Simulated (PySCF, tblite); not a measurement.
# C5H5F3: a rotation path, then NMR shifts on frames, part 2 of 2

tblite 0.8.0 and PySCF 2.14.0. Atoms count from 0. The steps go on from the part before.

### 5 NMR shieldings: image 4, PBE0/pcSseg-1

What the job is given:

```
{"job": {"kind": "nmr", "xc": "PBE0", "basis": "pcSseg-1", "pop": false}, "charge": 0, "multiplicity": 1}
C      2.587100     0.220100     0.932600
C      1.322200     0.071200     0.255200
C      0.296800    -0.051800    -0.351300
C     -1.000600    -0.183100    -0.986900
C     -2.134800    -0.095000     0.037200
F     -2.876900    -1.215900     0.057400
F     -2.984500     0.907800    -0.242600
F     -1.721000     0.103600     1.293700
H      2.442100     0.110400     2.006300
H      3.001300     1.206200     0.728300
H      3.283300    -0.541300     0.584700
H     -1.142100     0.617100    -1.718100
H     -1.077400    -1.149000    -1.492800
```

Level: GIAO PBE0/pcSseg-1 NMR shielding, non-relativistic, gas phase.

The program printed:

```text
coarse grid: 11792 points
cycle   1  E = -492.2393781073  dE =  1.253e+00  |g| = 9.194e-01  |ddm| = 3.654e+00
cycle   2  E = -492.0987643265  dE =  1.406e-01  |g| = 1.354e+00  |ddm| = 1.358e+00
cycle   3  E = -492.3873841247  dE = -2.886e-01  |g| = 1.209e-01  |ddm| = 7.606e-01
cycle   4  E = -492.3888230096  dE = -1.439e-03  |g| = 9.259e-02  |ddm| = 1.640e-01
cycle   5  E = -492.3907863730  dE = -1.963e-03  |g| = 2.204e-02  |ddm| = 7.223e-02
cycle   6  E = -492.3908988232  dE = -1.125e-04  |g| = 2.850e-03  |ddm| = 2.178e-02
cycle   7  E = -492.3909005953  dE = -1.772e-06  |g| = 5.641e-04  |ddm| = 2.992e-03
final grid: 117712 points
cycle   8  E = -492.4591876967  dE = -4.584e-05  |g| = 7.087e-03  |ddm| = 4.298e-02
cycle   9  E = -492.4591844226  dE =  3.274e-06  |g| = 8.732e-03  |ddm| = 1.317e-02
cycle  10  E = -492.4591986170  dE = -1.419e-05  |g| = 9.002e-04  |ddm| = 5.950e-03
cycle  11  E = -492.4591987582  dE = -1.412e-07  |g| = 2.128e-04  |ddm| = 8.673e-04
cycle  12  E = -492.4591987631  dE = -4.904e-09  |g| = 1.279e-04  |ddm| = 1.963e-04
cycle  13  E = -492.4591987669  dE = -3.757e-09  |g| = 3.151e-05  |ddm| = 1.083e-04
cycle  14  E = -492.4591987671  dE = -2.202e-10  |g| = 6.776e-06  |ddm| = 2.494e-05
converged SCF energy = -492.4591987671

GIAO shielding tensors (ppm)
atom      isotropic    diamagn.    paramagn.     s11        s22        s33       span
  0 C      182.351     253.227     -70.877    174.975    175.121    196.956     21.982
  1 C       94.681     265.410    -170.729      7.919     14.993    261.131    253.212
  2 C      112.943     264.570    -151.627     28.898     33.323    276.608    247.710
  3 C      154.661     253.532     -98.871    136.898    144.807    182.279     45.382
  4 C       53.118     242.613    -189.494     52.323     53.167     53.865      1.542
  5 F      236.140     470.829    -234.689    165.655    205.145    337.620    171.965
  6 F      236.537     470.747    -234.211    166.039    206.262    337.310    171.271
  7 F      243.948     477.977    -234.029    168.376    242.093    321.374    152.998
  8 H       29.623      29.501       0.122     24.353     28.280     36.237     11.885
  9 H       29.649      28.578       1.071     24.455     27.858     36.633     12.178
 10 H       29.671      28.164       1.506     24.455     27.792     36.764     12.309
 11 H       28.424      29.280      -0.856     23.599     28.431     33.242      9.643
 12 H       28.432      29.192      -0.760     23.641     28.402     33.253      9.612
```

It took 12 s on 1 thread of Intel Xeon 6975P-C, shared host; peak memory 0.75 GiB.

In short: δ C4 133.8, C1 92.2, C2 74.0, C3 32.3, H11 3.29, H12 3.29 ppm.

### 6 Shielding tensors: image 6, PBE0/pcSseg-1

What the job is given:

```
{"job": {"kind": "nmr", "xc": "PBE0", "basis": "pcSseg-1", "pop": false}, "charge": 0, "multiplicity": 1}
C      2.587200     0.135000     0.941000
C      1.317900     0.047000     0.260500
C      0.287800    -0.030700    -0.345600
C     -1.007300    -0.083200    -0.998100
C     -2.130500    -0.082400     0.032100
F     -2.454300    -1.323200     0.428600
F     -3.257100     0.459200    -0.464300
F     -1.837700     0.610300     1.139200
H      2.449700    -0.064800     2.002600
H      3.003000     1.134000     0.818600
H      3.279700    -0.595000     0.524900
H     -1.140700     0.789300    -1.642700
H     -1.101900    -0.995100    -1.593300
```

Level: GIAO PBE0/pcSseg-1 NMR shielding, non-relativistic, gas phase.

The program printed:

```text
coarse grid: 11792 points
cycle   1  E = -492.2441955989  dE =  1.253e+00  |g| = 9.161e-01  |ddm| = 3.642e+00
cycle   2  E = -492.1069156436  dE =  1.373e-01  |g| = 1.345e+00  |ddm| = 1.403e+00
cycle   3  E = -492.3909085731  dE = -2.840e-01  |g| = 1.201e-01  |ddm| = 7.980e-01
cycle   4  E = -492.3923349345  dE = -1.426e-03  |g| = 9.160e-02  |ddm| = 1.646e-01
cycle   5  E = -492.3942551246  dE = -1.920e-03  |g| = 2.192e-02  |ddm| = 7.137e-02
cycle   6  E = -492.3943663985  dE = -1.113e-04  |g| = 2.827e-03  |ddm| = 2.215e-02
cycle   7  E = -492.3943681636  dE = -1.765e-06  |g| = 5.133e-04  |ddm| = 3.020e-03
final grid: 117712 points
cycle   8  E = -492.4624219236  dE = -4.582e-05  |g| = 7.107e-03  |ddm| = 4.577e-02
cycle   9  E = -492.4624189481  dE =  2.975e-06  |g| = 8.645e-03  |ddm| = 1.411e-02
cycle  10  E = -492.4624330372  dE = -1.409e-05  |g| = 9.268e-04  |ddm| = 6.312e-03
cycle  11  E = -492.4624331830  dE = -1.457e-07  |g| = 2.363e-04  |ddm| = 8.659e-04
cycle  12  E = -492.4624331878  dE = -4.837e-09  |g| = 1.643e-04  |ddm| = 2.392e-04
cycle  13  E = -492.4624331942  dE = -6.413e-09  |g| = 2.895e-05  |ddm| = 1.310e-04
cycle  14  E = -492.4624331944  dE = -1.805e-10  |g| = 6.491e-06  |ddm| = 2.436e-05
converged SCF energy = -492.4624331944

GIAO shielding tensors (ppm)
atom      isotropic    diamagn.    paramagn.     s11        s22        s33       span
  0 C      182.421     253.377     -70.956    174.948    175.090    197.226     22.278
  1 C       96.565     265.362    -168.797      7.703     15.252    266.739    259.036
  2 C      112.438     264.741    -152.303     28.859     32.776    275.679    246.820
  3 C      156.242     253.015     -96.772    139.616    150.009    179.102     39.486
  4 C       52.720     243.113    -190.393     51.633     52.972     53.556      1.923
  5 F      244.336     473.532    -229.197    164.149    229.073    339.785    175.635
  6 F      244.270     469.581    -225.311    161.288    231.966    339.555    178.267
  7 F      249.816     477.319    -227.503    169.005    251.799    328.643    159.637
  8 H       29.656      29.568       0.088     24.398     28.246     36.323     11.925
  9 H       29.662      28.594       1.068     24.486     27.877     36.621     12.135
 10 H       29.686      28.237       1.449     24.442     27.823     36.792     12.349
 11 H       28.596      29.270      -0.675     23.464     28.603     33.720     10.257
 12 H       28.596      28.811      -0.215     24.235     27.996     33.557      9.322
```

It took 12 s on 1 thread of Intel Xeon 6975P-C, shared host; peak memory 0.75 GiB.

In short: δ C4 134.2, C1 90.4, C2 74.5, C3 30.7, H11 3.12, H12 3.12 ppm.

### 7 Shielding tensors: image 8, PBE0/pcSseg-1

What the job is given:

```
{"job": {"kind": "nmr", "xc": "PBE0", "basis": "pcSseg-1", "pop": false}, "charge": 0, "multiplicity": 1}
C      2.588400     0.047700     0.940700
C      1.319600     0.034400     0.252400
C      0.279400     0.027100    -0.341700
C     -1.014300     0.014900    -1.000200
C     -2.127400    -0.067800     0.031600
F     -2.053700    -1.173800     0.784400
F     -3.339500    -0.086400    -0.552300
F     -2.130000     0.973600     0.874600
H      2.446900    -0.264800     1.974700
H      3.007600     1.053100     0.926700
H      3.283400    -0.636000     0.454500
H     -1.160700     0.929800    -1.580500
H     -1.104100    -0.851300    -1.661300
```

With the program's defaults for keys left out, this is: GIAO PBE0/pcSseg-1 NMR shielding, non-relativistic, gas phase.

The program printed:

```text
coarse grid: 11792 points
cycle   1  E = -492.2484302466  dE =  1.249e+00  |g| = 9.131e-01  |ddm| = 3.698e+00
cycle   2  E = -492.1137460087  dE =  1.347e-01  |g| = 1.337e+00  |ddm| = 1.401e+00
cycle   3  E = -492.3939924865  dE = -2.802e-01  |g| = 1.192e-01  |ddm| = 7.793e-01
cycle   4  E = -492.3953955195  dE = -1.403e-03  |g| = 9.079e-02  |ddm| = 1.606e-01
cycle   5  E = -492.3972814302  dE = -1.886e-03  |g| = 2.178e-02  |ddm| = 7.044e-02
cycle   6  E = -492.3973913813  dE = -1.100e-04  |g| = 2.814e-03  |ddm| = 2.150e-02
cycle   7  E = -492.3973931475  dE = -1.766e-06  |g| = 4.758e-04  |ddm| = 3.014e-03
final grid: 117712 points
cycle   8  E = -492.4652833630  dE = -4.519e-05  |g| = 7.325e-03  |ddm| = 4.909e-02
cycle   9  E = -492.4652796619  dE =  3.701e-06  |g| = 9.086e-03  |ddm| = 1.372e-02
cycle  10  E = -492.4652947809  dE = -1.512e-05  |g| = 9.219e-04  |ddm| = 6.318e-03
cycle  11  E = -492.4652949283  dE = -1.474e-07  |g| = 2.770e-04  |ddm| = 8.822e-04
cycle  12  E = -492.4652949354  dE = -7.080e-09  |g| = 2.024e-04  |ddm| = 2.961e-04
cycle  13  E = -492.4652949452  dE = -9.822e-09  |g| = 2.306e-05  |ddm| = 1.514e-04
cycle  14  E = -492.4652949453  dE = -1.097e-10  |g| = 6.142e-06  |ddm| = 2.149e-05
converged SCF energy = -492.4652949453

GIAO shielding tensors (ppm)
atom      isotropic    diamagn.    paramagn.     s11        s22        s33       span
  0 C      182.397     253.724     -71.327    174.747    175.050    197.395     22.648
  1 C       98.171     265.299    -167.129      7.574     15.618    271.320    263.746
  2 C      111.978     265.087    -153.109     30.237     30.828    274.869    244.632
  3 C      157.486     252.238     -94.752    142.027    153.551    176.879     34.852
  4 C       52.359     243.297    -190.938     50.296     52.296     54.485      4.189
  5 F      252.768     475.811    -223.043    169.160    250.808    338.337    169.177
  6 F      250.052     469.204    -219.152    163.698    243.970    342.487    178.789
  7 F      252.813     475.759    -222.945    169.215    250.763    338.462    169.247
  8 H       29.642      29.755      -0.113     24.358     28.254     36.313     11.955
  9 H       29.674      28.654       1.021     24.472     27.876     36.675     12.203
 10 H       29.696      28.258       1.439     24.505     27.796     36.787     12.282
 11 H       28.715      28.779      -0.063     23.988     28.204     33.954      9.966
 12 H       28.713      28.791      -0.077     23.973     28.209     33.958      9.985
```

It took 12 s on 1 thread of Intel Xeon 6975P-C, shared host; peak memory 0.75 GiB.

In short: δ C4 134.6, C1 88.8, C2 74.9, C3 29.4, H12 3.00, H11 3.00 ppm.

### 8 Comparing the runs: NMR shifts

Shifts (ppm) of some atoms, chosen among heavy atoms and hydrogens apart, with basis size and wall time:

| frame | C1 | C3 | H12 | H11 | F5 | F7 | F6 | functions | time |
| --- | --- | --- | --- | --- | --- | --- | --- | --- | --- |
| image 0 | 88.7 | 29.5 | 3.01 | 3.01 | -78.9 | -81.8 | -81.9 | 161 | 16 s |
| image 2 | 90.5 | 30.8 | 3.13 | 3.14 | -72.4 | -78.3 | -72.8 | 161 | 12 s |
| image 4 | 92.2 | 32.3 | 3.29 | 3.29 | -65.2 | -73.0 | -65.6 | 161 | 12 s |
| image 6 | 90.4 | 30.7 | 3.12 | 3.12 | -73.4 | -78.9 | -73.3 | 161 | 12 s |
| image 8 | 88.8 | 29.4 | 3.00 | 3.00 | -81.8 | -81.9 | -79.1 | 161 | 12 s |

### 9 Summary of results

What follows sums up all 2 parts.

| quantity | value |
| --- | --- |
| barrier | 0.085 eV (2.0 kcal/mol) at image 4 |
| end to end (GFN2-xTB) | 0.000 eV |
| 13C shifts against TMS (PBE0/pcSseg-1, image 0) | 134.6, 88.7, 74.9, 29.5, 4.5 ppm |
| 1H shifts against TMS (PBE0/pcSseg-1, image 0) | 3.01, 3.01, 2.06, 2.03, 2.02 ppm |
| 19F shifts against CFCl3 (PBE0/pcSseg-1, image 0) | -78.9, -81.8, -81.9 ppm |
| surface potential, 1st and 99th percentile | -0.76 V and 1.20 V |
| range of the shift of F5 | -81.8 to -65.2 ppm |

Along the band the dihedral turns by 120°, and the top (dihedral -120°) lies 2.0 kcal/mol above the start (GFN2-xTB, rough), so at room temperature this motion is fast. The top was not checked by a frequency run. Shifts at one fixed geometry are not the observed spectrum, which averages over the motion. In the first frame run (image 0): The largest span, 264 ppm, is at C1, where the paramagnetic term is -167 ppm. In ppm, F5 moves most: its shift spreads over 16.6 ppm, from -81.8 (image 8) to -65.2 (image 4).
